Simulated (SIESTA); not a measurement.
Write the native input for SIESTA 5.4.2 that does the following.

* Task: single point
* Functional: PBEsol
* Potentials or basis: PseudoDojo 0.4 standard (PBEsol files)
* Basis: DZP (energy shift 0.003 Ry; two zetas on semicore shells)
* Grid cutoff: 800 Ry
* Energy shift: 0.003 Ry
* k mesh: 7 × 7 × 5
* Occupations: fermi-dirac, width 0.05 eV
* Spin: no spin polarisation

The system is In3Pd2.

```xyz
5
Lattice="4.5612 0.0000 0.0000 -2.2806 3.9501 0.0000 0.0000 0.0000 5.5637" Properties=species:S:1:pos:R:3 pbc="T T T"
In    2.2819    1.3571    1.9583
In    0.0197    2.6815    3.5894
In    0.0207    0.0037    0.0262
Pd    2.2744    1.3788    4.7235
Pd    0.0213    2.6500    0.8417
```

The cell comes from a database or a generator and needn't be the stable form of this composition.

The cell isn't the ideal one: atoms moved at random, drawn with an rms of 0.05 Å.

One way to write it, as run:

In3Pd2.fdf

```
SystemName                      In3Pd2
SystemLabel                     In3Pd2
NumberOfSpecies                 2
NumberOfAtoms                   5
%block ChemicalSpeciesLabel
  1  49 In
  2  46 Pd
%endblock ChemicalSpeciesLabel

LatticeConstant                 1.0 Ang
%block LatticeVectors
     4.5612204187     0.0000000000     0.0000000000
    -2.2806102093     3.9501327548     0.0000000000
     0.0000000000     0.0000000000     5.5636845500
%endblock LatticeVectors
AtomicCoordinatesFormat         Fractional
%block AtomicCoordinatesAndAtomicSpecies
     0.6720640000     0.3435530000     0.3519720000  1  In
     0.3437370000     0.6788490000     0.6451550000  1  In
     0.0050140000     0.0009380000     0.0047160000  1  In
     0.6731580000     0.3490480000     0.8489800000  2  Pd
     0.3400950000     0.6708670000     0.1512930000  2  Pd
%endblock AtomicCoordinatesAndAtomicSpecies

%block kgrid.MonkhorstPack
    7   0   0  0.0
    0   7   0  0.0
    0   0   5  0.0
%endblock kgrid.MonkhorstPack
XC.Functional                   GGA
XC.Authors                      PBEsol
PAO.BasisSize                   DZP
PAO.EnergyShift                 0.003 Ry
Mesh.Cutoff                     800 Ry
OccupationFunction              FD
ElectronicTemperature           0.05 eV
MaxSCFIterations                120
SCF.MustConverge                false
SCF.Mixer.Method                Pulay
SCF.Mixer.Weight                0.25
SCF.Mixer.History               8
SCF.DM.Tolerance                5.0e-05
SCF.H.Tolerance                 1.0e-03 eV
WriteForces                     true
Charge.Mulliken                 end
%block PAO.Basis
  In 4
  n=5 0 2
    6.955 0.000
  n=5 1 2
    9.500 0.000
  n=4 2 2
    4.114 0.000
  n=5 2 1
    9.500
  Pd 5
  n=4 0 2
    2.827 0.000
  n=5 0 2
    8.651 0.000
  n=4 1 2
    3.241 0.000
  n=5 1 1
    8.651
  n=4 2 2
    5.842 0.000
%endblock PAO.Basis
```

Potentials or basis: PseudoDojo 0.4 standard (PBEsol files), DZP (energy shift 0.003 Ry; two zetas on semicore shells).

Launch:

```bash
$ siesta < In3Pd2.fdf > In3Pd2.out 2>&1
```

It gave:

```yaml
Pressure: -1.6 GPa
Largest_force: 0.364 eV/Å
Band_gap_on_the_k_mesh: none (metal or under the smearing width)
```

Caveat: the basis of atomic orbitals isn't converged, which shifts pressures, moduli and gaps.

Run time: 5.6 min on 1 thread of Arm Neoverse V1 (shared host), peak memory 0.78 GiB.
